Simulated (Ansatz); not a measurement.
Write a Python script for Ansatz's Python interface that makes a comparison of dispersion corrections of CH₂NSn, SMILES N#[C][SnH2]. Level of theory (for the species named): PBE0, def2-SVP basis, multiplicity 2, D3BJ dispersion.

```yaml
atoms:
  - { symbol: N, position_ang: [0.8619, -1.5820, 1.7176] }
  - { symbol: C, position_ang: [0.5224, -0.8831, 0.7967] }
  - { symbol: Sn, position_ang: [-0.0267, 0.3097, -0.8594] }
  - { symbol: H, position_ang: [-1.6182, 0.0987, -1.2124] }
  - { symbol: H, position_ang: [0.3105, 1.9831, -0.4838] }
```

`run_disp.py`:
```python
"""Dispersion corrections for CH2NSn."""

import warnings

import ansatz as az

warnings.simplefilter("ignore", az.DeckWarning)

geometry_ang = [
    ("N", (0.8619, -1.582, 1.7176)),
    ("C", (0.5224, -0.8831, 0.7967)),
    ("Sn", (-0.0267, 0.3097, -0.8594)),
    ("H", (-1.6182, 0.0987, -1.2124)),
    ("H", (0.3105, 1.9831, -0.4838)),
]
ch2nsn = az.Crystal.molecule()
for symbol, xyz in geometry_ang:
    ch2nsn = ch2nsn.atom(symbol, xyz)

calculation = ch2nsn.calculation().basis(gaussian="def2-SVP").spin("collinear", total=1)
for name in ["pbe0", "b3lyp"]:
    for correction in ("d3bj", "d4"):
        rep = calculation.functional(name, dispersion=correction).run().report
        print(f"{name:8s} {correction:5s} total {rep['free_energy_ev']:.5f} eV, of which dispersion {1000 * rep['dispersion']['energy']['ev']:.2f} meV")
```

```console
$ python run_disp.py
pbe0     d3bj  total -8383.81958 eV, of which dispersion -80.42 meV
pbe0     d4    total -8383.81462 eV, of which dispersion -75.45 meV
b3lyp    d3bj  total -8388.86418 eV, of which dispersion -170.71 meV
b3lyp    d4    total -8388.84058 eV, of which dispersion -147.10 meV
```

Total energies depend on the basis set; only differences at equal settings carry meaning. The geometry is a force-field or estimated start, not a minimum of this method, and the basis set is short of its limit. D4 holds the three-body term, and d3bj doesn't. def2 sets replace the cores of elements past krypton by effective core potentials. The run takes the species as open-shell (spin multiplicity 2), which needn't be its ground state. b3lyp holds the VWN-RPA fit, as in Gaussian; the form of ORCA and Turbomole is b3lyp5. The whole script took 12 s on 1 thread of Arm Neoverse V1 (shared host), peak memory 0.21 GiB.
